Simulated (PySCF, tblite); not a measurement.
# C₄H₉Cl₂FSi₂: geometry, infrared bands and NMR shifts

Wanted: the infrared bands and NMR shifts of C₄H₉Cl₂FSi₂ (`F/C=C(/[SiH3])C[SiH2]C(Cl)Cl`), by calculation.

Programs: tblite 0.8.0 and PySCF 2.14.0, with density-fitted response routines of our own. Each step states its level of theory. These are calculated values for one molecule in the gas phase, unless marked as measured. Atoms count from 0, in the outputs and in this text.

## 1. The starting structure

18 atoms, charge 0, multiplicity 1; geometry from: force field or distance geometry start.

Bonds of the start (Å): F0–C1 1.35, C1–C2 1.36, C2–Si3 1.86, C2–C4 1.51, C4–Si5 1.88, Si5–C6 1.85, C6–Cl7 1.78, C6–Cl8 1.78, C1–H9 1.08, Si3–H10 1.49, Si3–H11 1.48, Si3–H12 1.48, C4–H13 1.11, C4–H14 1.09, Si5–H15 1.50, Si5–H16 1.49, C6–H17 1.10.

## 2. Relaxing the molecule with GFN2-xTB

What the job is given:

```
{"job": {"kind": "relax", "xc": "GFN2-xTB", "basis": "xTB"}, "charge": 0, "multiplicity": 1}
F     -1.258400     2.547600    -0.996700
C     -1.949700     1.430200    -0.708400
C     -1.308600     0.253000    -0.505800
Si    -2.291400    -1.278400    -0.136500
C      0.186700     0.123500    -0.654600
Si     1.185500     0.133600     0.936500
C      3.002700    -0.032600     0.646400
Cl     3.601200     1.315300    -0.342100
Cl     3.347600    -1.586300    -0.157000
H     -3.010600     1.628000    -0.636300
H     -2.705600    -1.261700     1.294700
H     -3.503500    -1.338800    -0.984800
H     -1.451500    -2.478900    -0.365900
H      0.567000     0.949000    -1.284800
H      0.422700    -0.776100    -1.225300
H      0.892200     1.381600     1.712800
H      0.701100    -0.972500     1.809000
H      3.563700    -0.030100     1.587100
```

Started as:

```bash
OMP_NUM_THREADS=1 python probes_run.py task.json out
```

This one command runs all jobs of the session in turn.

**Question.** This job is followed by: GFN2-xTB harmonic vibrations, gas phase; GIAO PBE0/pcSseg-1 NMR shielding, non-relativistic, gas phase. Predict these results of the whole session: strongest single infrared mode (GFN2-xTB); zero-point energy (GFN2-xTB); 13C shifts against TMS (PBE0/pcSseg-1); 1H shifts against TMS (PBE0/pcSseg-1, means over atoms taken as alike); 19F shifts against CFCl3 (PBE0/pcSseg-1); 29Si shifts against TMS (PBE0/pcSseg-1); 35Cl shifts against HCl (PBE0/pcSseg-1, means over atoms taken as alike).

The runs gave:

| quantity | value |
| --- | --- |
| strongest single infrared mode (GFN2-xTB) | 2280 cm⁻¹, 321 km/mol |
| zero-point energy (GFN2-xTB) | 69.0 kcal/mol |
| 13C shifts against TMS (PBE0/pcSseg-1) | 161.4, 112.8, 71.9, 7.9 ppm |
| 1H shifts against TMS (PBE0/pcSseg-1, means over atoms taken as alike) | 6.69, 5.69, 4.32, 4.17, 2.39 ppm |
| 19F shifts against CFCl3 (PBE0/pcSseg-1) | -86.7 ppm |
| 29Si shifts against TMS (PBE0/pcSseg-1) | -36.3, -73.9 ppm |
| 35Cl shifts against HCl (PBE0/pcSseg-1, means over atoms taken as alike) | 212 ppm |

**Reading.** The optimisation took 114 steps and gained 0.267 eV; among the close pairs (by a distance rule), Si5–C6 changed most, from 1.848 to 1.929 Å. All 48 modes are real, so the xTB geometry is a minimum. The strongest single mode, at 2280 cm⁻¹, moves mainly H11. GFN2-xTB is a fitted tight-binding method: band positions and strengths are rough. Its intensities can rank the bands wrongly. C6 stands next to heavy halogen, whose spin-orbit shielding this run leaves out, so the computed shift lies too far downfield, most of all for carbon beside Br or I. H9 (hydrogen on an alkene CH) lies farthest downfield among hydrogen, at 6.69 ppm; olefinic region. At PBE0/pcSseg-1: The largest span, 592 ppm, is at Cl7, Cl8, where the paramagnetic term is -408 ppm.
